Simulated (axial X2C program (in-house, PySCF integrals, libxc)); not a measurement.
**Sn₂⁻: EOM-EA-CCSD levels**

Aim: EOM-EA-CCSD levels of Sn₂⁻, with spin–orbit coupling in the Hamiltonian from the start.

Method: two-component X2C with atomic mean-field terms, Sn dyall-acv3z; program: an in-house X2C program for linear molecules on PySCF integrals.

All values are calculated.

### 1 The job

The input, task.json:

```json
{"zs": [50, 50], "q": -1, "bas": ["dyall-acv3z", "dyall-acv3z"], "r0": 2.8, "eom": "ea", "thr": -1.0, "nmax": 92, "grid": [1, 0.96, 1.045, 0.92, 1.09, 1.15], "rq": 0}
```

Keys: zs atomic numbers; q charge; bas basis sets; r0 starting distance in Å; eom kind of EOM run; thr threshold in hartree for freezing inner shells (an s shell follows its p shell); nmax most natural virtual spinors; grid distances as factors.

Started as:

```console
> python soeom.py task.json out
```

The runs that follow: EOM-EA-CCSD at 2.761 Å.

Before running it: what results should come out? Wanted: next root led by one particle; T1 of the reference; lowest state, Re and ωe.

As calculated:

```
                     quantity                             value
       lowest root at 2.761 Å                 Ω = 3/2, 1.813 eV
next root led by one particle  Ω = 1/2, about 10430 cm⁻¹ higher
          T1 of the reference                             0.020
      lowest state, Re and ωe               2.711 Å, 200.6 cm⁻¹
```

What this shows: The added electron is bound by 1.81 eV in a spinor of 92% Sn pπ. The closed-shell reference lies 0.22 eV above the lowest determinant found, so these energies count from an excited configuration. Errors of 0.1 to 0.3 eV are usual at this size, and roots led by higher excitations are left out, so the list is incomplete, and low states of that kind can be missing. g and u states are not told apart. T1 or the largest double amplitude of the reference is raised, which lowers the reliability. The bond is 0.085 Å shorter than in the closed-shell reference at CCSD (2.796 Å).
